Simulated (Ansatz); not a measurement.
# AlClH₂O₂Si: a ladder of functionals and wavefunction methods

Aim: compute AlClH₂O₂Si with functionals from several rungs and with coupled cluster, and see how far each lands from CCSD(T) at the basis-set limit for the atomisation energy.

The runs use Ansatz 0.2.0, Gaussian basis; functionals in def2-TZVPP, the program's frozen cores in correlated methods.

The runs, in order: LDA (SPW92), PBE-D4, revPBE-D4, BLYP-D4, r2SCAN-D4, B97M-V, PBE0-D4, B3LYP-D4, r2SCANh-D4, r2SCAN0-D4, HSE06-D4, BHLYP-D4, CAM-B3LYP-D4, LC-ωPBE, ωB97X-V, ωB97M-V, B2PLYP, PBE-QIDH; CCSD(T)/def2-SVP; CCSD(T)/def2-TZVPP; MP2/def2-QZVPP; extrapolation to the limit; RPA on PBE.

## 1. Structure used throughout

An earlier PBE0-D4 in a triple-zeta def2 set relaxation fixed the geometry.

7 atoms, charge 0, spin multiplicity 1.

Atoms are counted from 1 here; the program's logs count them from 0.

Bond lengths: Cl1–Al2 2.056 Å, Al2–O3 1.725 Å, Al2–Si4 2.366 Å, Al2–O5 1.725 Å, O3–Si4 1.673 Å, Si4–O5 1.673 Å, Si4–H6 1.482 Å, Si4–H7 1.482 Å. Angles: Cl1–Al2–O3 135.0°, Cl1–Al2–Si4 180.0°, Cl1–Al2–O5 135.0°, O3–Al2–Si4 45.0°, O3–Al2–O5 90.0°, Si4–Al2–O5 45.0°, Al2–O3–Si4 88.2°, Al2–Si4–O3 46.8°, Al2–Si4–O5 46.8°, Al2–Si4–H6 124.4°, Al2–Si4–H7 124.5°, O3–Si4–O5 93.6°, O3–Si4–H6 112.8°, O3–Si4–H7 112.8°, O5–Si4–H6 112.8°, O5–Si4–H7 112.8°, H6–Si4–H7 111.1°, Al2–O5–Si4 88.2°.

## 2. LDA

This LDA is Slater exchange with PW92 correlation.

in.yaml reads:

```yaml
crystal:
  periodic: [false, false, false]
  atoms:
    - {symbol: Cl, position_ang: [-2.304098, -2.402399, -0.500699]}
    - {symbol: Al, position_ang: [-0.890641, -0.940236, -0.198805]}
    - {symbol: O, position_ang: [-0.748839, 0.726073, -0.622943]}
    - {symbol: Si, position_ang: [0.735753, 0.742397, 0.148814]}
    - {symbol: O, position_ang: [0.645435, -0.870873, 0.583657]}
    - {symbol: H, position_ang: [0.764267, 1.651271, 1.318765]}
    - {symbol: H, position_ang: [1.859423, 1.025767, -0.774589]}
basis:
  gaussian: {orbitals: def2-TZVPP}
hamiltonian: {xc: lda}
output: {orbitals: {seedname: orbitals}}
```

Started as:

```
ansatz run in.yaml --threads 2 --pin off --events-out ev --progress --plain --max-ram 4352MiB
```

After this run come: PBE-D4 (GGA); revPBE-D4 (GGA); BLYP-D4 (GGA); r2SCAN-D4 (meta-GGA); B97M-V (meta-GGA); B3LYP-D4 (hybrid); r2SCANh-D4 (hybrid); r2SCAN0-D4 (hybrid); HSE06-D4 (hybrid); BHLYP-D4 (hybrid); CAM-B3LYP-D4 (range-separated); LC-ωPBE (range-separated); ωB97X-V (range-separated); ωB97M-V (range-separated); B2PLYP (double hybrid); PBE-QIDH (double hybrid); CCSD(T) in def2-SVP; CCSD(T) in def2-TZVPP; MP2 in def2-QZVPP; RPA on PBE orbitals.

**Question.** What will the summary of the whole plan be? Wanted: atomisation energy, CCSD(T)/CBS; farthest beyond LDA; mean size of error, GGA; mean size of error, meta-GGA; mean size of error, hybrid; mean size of error, range-separated; mean size of error, double hybrid; gap, smallest and largest; T1 diagnostic.

As calculated:

```
                               quantity                                        value
        atomisation energy, CCSD(T)/CBS                                    28.814 eV
    functionals within 0.144 eV (0.5 %)  PBE-D4, r2SCAN-D4, B97M-V, ωB97X-V, ωB97M-V
                    farthest beyond LDA                         BHLYP-D4 (-1.473 eV)
                mean size of error, GGA                                     0.561 eV
           mean size of error, meta-GGA                                     0.022 eV
             mean size of error, hybrid                                     0.744 eV
    mean size of error, range-separated                                     0.210 eV
      mean size of error, double hybrid                                     0.547 eV
              gap, smallest and largest    5.18 eV (LDA (SPW92)), 12.65 eV (LC-ωPBE)
                          T1 diagnostic                                       0.0131
triples share of the correlation energy                                        3.8 %
```

LDA overbinds by 3.642 eV (13 %). PBE-D4 misses by -0.110 eV. Double hybrids carry the basis error of their MP2 part in triple zeta, and no dispersion term here, so their miss is partly the set-up's. By mean error the best rung here is meta-GGA (0.022 eV) and the worst beyond LDA is hybrid (0.744 eV). The mean of the hybrids holds BHLYP, with half exact exchange. Misses under about 0.144 eV are within the doubt on the reference itself, which lacks core-valence correlation, relativity and higher excitations. Hartree-Fock recovers 72 % of the binding; the rest is correlation. CCSD(T) in def2-SVP is off by -2.707 eV, worse than the median functional, from the basis alone. Orbital gaps span 5.2 to 12.6 eV; exact exchange widens them.
